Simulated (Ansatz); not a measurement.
# C2H9AlO2: basis-set convergence

How large a basis does C2H9AlO2 need? Two functionals are run in growing sets.

Method: one geometry, several basis sets; program: Ansatz 0.2.0, Gaussian basis.

Plan: PBE0-D4/def2-SVP; ωB97M-V/def2-SVP; PBE0-D4/def2-QZVPP; ωB97M-V/def2-QZVPP; the functionals' def2-TZVPP values are taken from earlier runs.

### Step 1. The relaxed structure

All runs share one geometry, relaxed beforehand with PBE0-D4 in a triple-zeta def2 set.

SMILES `[CH3][Al-]([CH3])([OH])[OH2+]`, 14 atoms, charge 0, spin multiplicity 1.

Atoms are counted from 1 here; the program's logs count them from 0.

Bond lengths: C1–Al2 1.959 Å, C1–H6 1.095 Å, C1–H7 1.095 Å, C1–H8 1.096 Å, Al2–C3 1.964 Å, Al2–O4 1.753 Å, Al2–O5 2.019 Å, C3–H9 1.096 Å, C3–H10 1.096 Å, C3–H11 1.095 Å, O4–H12 0.954 Å, O5–H13 0.976 Å, O5–H14 0.963 Å. Angles: Al2–C1–H6 111.8°, Al2–C1–H7 112.4°, Al2–C1–H8 111.5°, H6–C1–H7 107.3°, H6–C1–H8 106.5°, H7–C1–H8 107.0°, C1–Al2–C3 121.0°, C1–Al2–O4 117.3°, C1–Al2–O5 107.6°, C3–Al2–O4 116.1°, C3–Al2–O5 101.0°, O4–Al2–O5 84.2°, Al2–C3–H9 110.8°, Al2–C3–H10 112.6°, Al2–C3–H11 112.9°, H9–C3–H10 106.1°, H9–C3–H11 106.3°, H10–C3–H11 107.7° and more.

### Step 2. PBE0-D4 in def2-SVP

The input, in.yaml:

```yaml
crystal:
  periodic: [false, false, false]
  atoms:
    - {symbol: C, position_ang: [-1.416206, 1.337214, 0.199922]}
    - {symbol: Al, position_ang: [-0.185047, -0.176284, 0.022124]}
    - {symbol: C, position_ang: [1.297361, -0.426522, 1.286017]}
    - {symbol: O, position_ang: [-0.802073, -1.629604, -0.739356]}
    - {symbol: O, position_ang: [0.823050, 0.056111, -1.711896]}
    - {symbol: H, position_ang: [-0.884248, 2.271459, 0.407793]}
    - {symbol: H, position_ang: [-2.014640, 1.496744, -0.702569]}
    - {symbol: H, position_ang: [-2.118904, 1.188842, 1.027415]}
    - {symbol: H, position_ang: [0.919228, -0.638601, 2.292078]}
    - {symbol: H, position_ang: [1.926872, 0.465762, 1.379310]}
    - {symbol: H, position_ang: [1.947870, -1.266310, 1.018342]}
    - {symbol: H, position_ang: [-1.723783, -1.876704, -0.731680]}
    - {symbol: H, position_ang: [0.442240, -0.764517, -2.079002]}
    - {symbol: H, position_ang: [1.775380, -0.066890, -1.639700]}
basis:
  gaussian: {orbitals: def2-SVP}
hamiltonian: {xc: pbe0, dispersion: d4}
output: {orbitals: {seedname: orbitals}}
```

Run with:

```sh
> ansatz run in.yaml --threads 4 --pin off --events-out ev --progress --plain --max-ram 10444MiB
```

Further steps of the session: ωB97M-V in def2-SVP; PBE0-D4 in def2-QZVPP; ωB97M-V in def2-QZVPP.

Q: Predict the results of all the runs planned. Wanted: PBE0-D4: double and triple zeta above quadruple; ωB97M-V: double and triple zeta above quadruple.

As calculated:

```
                                       quantity           value
PBE0-D4: double and triple zeta above quadruple  10.56, 0.59 eV
ωB97M-V: double and triple zeta above quadruple  10.81, 0.57 eV
```

In words: PBE0-D4 gains 9.97 eV from double to triple zeta, then 0.59 eV more. Total energies overstate the basis error of differences, where much of it tends to cancel. The LUMO of ωB97M-V is positive and keeps falling with the basis (2.22 to 0.87 eV): an unbound level that the basis holds in place.
